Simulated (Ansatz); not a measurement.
# C2H8OSi: the cost of one run

Program: Ansatz 0.2.0. Level of theory: RKS PBE0/6-31G*. These are calculated values, not measurements.

## (1) Starting point

Bond lengths: Si1–O3 1.562 Å, Si1–C5 1.893 Å, Si1–C6 1.892 Å, C5–H7 1.086 Å, C5–H8 1.087 Å, C5–H9 1.086 Å, C6–H10 1.086 Å, C6–H11 1.088 Å, C6–H12 1.086 Å. Angles (14 of 15 angles, heavy atoms first): O3–Si1–C5 122.7°, O3–Si1–C6 122.7°, C5–Si1–C6 110.7°, Si1–C5–H7 112.3°, Si1–C5–H8 111.0°, Si1–C5–H9 110.6°, Si1–C6–H10 110.6°, Si1–C6–H11 111.6°, Si1–C6–H12 111.7°, H7–C5–H8 107.4°, H7–C5–H9 107.9°, H8–C5–H9 107.3°, H10–C6–H11 107.4°, H10–C6–H12 107.9°.

Structure file:

```xyz
12

Si   -0.1462   -0.4743   -0.1044
H     0.7402   -0.9349   -1.6937
O    -0.6043   -1.9355   -0.4148
H     0.1858   -1.6949   -1.4009
C     1.1588   -0.0685    1.2049
C    -1.2323    1.0353   -0.4549
H     1.7250    0.8249    0.9590
H     0.6995    0.0940    2.1766
H     1.8606   -0.8902    1.3124
H    -2.0171    0.7859   -1.1625
H    -1.7130    1.4015    0.4497
H    -0.6570    1.8566   -0.8712
```

## (2) A restrained relaxation towards end A

Springs on the bonds that form and break draw the guess towards this end; the thresholds are loose.

input.yaml

```yaml
crystal:
  periodic: [false, false, false]
  atoms:
    - { symbol: Si, position_ang: [-0.1462, -0.4743, -0.1044] }
    - { symbol: H, position_ang: [0.7402, -0.9349, -1.6937] }
    - { symbol: O, position_ang: [-0.6043, -1.9355, -0.4148] }
    - { symbol: H, position_ang: [0.1858, -1.6949, -1.4009] }
    - { symbol: C, position_ang: [1.1588, -0.0685, 1.2049] }
    - { symbol: C, position_ang: [-1.2323, 1.0353, -0.4549] }
    - { symbol: H, position_ang: [1.725, 0.8249, 0.959] }
    - { symbol: H, position_ang: [0.6995, 0.094, 2.1766] }
    - { symbol: H, position_ang: [1.8606, -0.8902, 1.3124] }
    - { symbol: H, position_ang: [-2.0171, 0.7859, -1.1625] }
    - { symbol: H, position_ang: [-1.713, 1.4015, 0.4497] }
    - { symbol: H, position_ang: [-0.657, 1.8566, -0.8712] }
basis:
  gaussian: { orbitals: "6-31G*" }
hamiltonian:
  xc: pbe0
relax:
  f_tol: 0.15
  max_steps: 25
  restrain:
    - { distance: [3, 1], at: 1.92, k: 30.0 }
    - { distance: [0, 1], at: 1.42, k: 30.0 }
    - { distance: [3, 2], at: 0.97, k: 30.0 }
output:
  orbitals: {}
```

On the command line:

```bash
ansatz run input.yaml --threads 2 --pin off --max-ram 3072MiB --backend cpu --events-out ev --progress --plain --runs-dir out
```

What time and memory should one allow on 2 threads of Arm Neoverse V2, shared host?

About 13 s, with a peak of 0.16 GiB.
